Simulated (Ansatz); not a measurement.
# CH5ClOSi: the cost of one run

Program: Ansatz 0.2.0. Level of theory: UKS r2SCAN/STO-3G. These are calculated values, not measurements.

### 1 The structure to begin with

Bond lengths: Si1–C2 2.173 Å, Si1–O3 1.575 Å, Si1–H5 1.449 Å, Si1–Cl6 2.008 Å, C2–H7 1.089 Å, C2–H8 1.088 Å, C2–H9 1.090 Å. Angles: Si1–C2–H7 115.9°, Si1–C2–H8 99.5°, Si1–C2–H9 118.7°, H7–C2–H8 105.2°, H7–C2–H9 110.7°, H8–C2–H9 104.5°, C2–Si1–O3 84.4°, C2–Si1–H5 108.6°, C2–Si1–Cl6 110.8°, O3–Si1–H5 123.7°, O3–Si1–Cl6 117.6°, H5–Si1–Cl6 108.2°.

Coordinates:

```xyz
9

Si   -0.7604    0.8392   -0.1171
C     0.8272   -0.6318    0.0725
O    -1.5755   -0.3488   -0.7532
H    -0.4411   -0.8730   -0.4762
H    -0.2585    1.9676   -0.8755
Cl   -1.3368    1.5026    1.6882
H     1.3088   -0.9353   -0.8560
H     1.5682   -0.0289    0.5934
H     0.6683   -1.4915    0.7240
```

### 2 Run 1

150 steps of 0.5 fs at constant energy, with velocities drawn for 600 K.

input.yaml reads:

```yaml
crystal:
  periodic: [false, false, false]
  atoms:
    - { symbol: Si, position_ang: [-0.7604, 0.8392, -0.1171] }
    - { symbol: C, position_ang: [0.8272, -0.6318, 0.0725] }
    - { symbol: O, position_ang: [-1.5755, -0.3488, -0.7532] }
    - { symbol: H, position_ang: [-0.4411, -0.873, -0.4762] }
    - { symbol: H, position_ang: [-0.2585, 1.9676, -0.8755] }
    - { symbol: Cl, position_ang: [-1.3368, 1.5026, 1.6882] }
    - { symbol: H, position_ang: [1.3088, -0.9353, -0.856] }
    - { symbol: H, position_ang: [1.5682, -0.0289, 0.5934] }
    - { symbol: H, position_ang: [0.6683, -1.4915, 0.724] }
magnetization:
  spin_polarized: true
basis:
  gaussian: { orbitals: STO-3G }
hamiltonian:
  xc: r2scan
md:
  timestep: 0.5
  n_steps: 150
  ensemble: nve
  temperature: 600.0
  initial_velocities: maxwell_boltzmann
  seed: 951169
```

Launch:

```sh
ansatz run input.yaml --threads 1 --pin off --max-ram 2048MiB --backend cpu --events-out ev --progress --plain --runs-dir out
```

Q: Estimate wall time and peak memory on 1 thread of Arm Neoverse V1, shared host.

About 13 min, with a peak of 0.16 GiB.
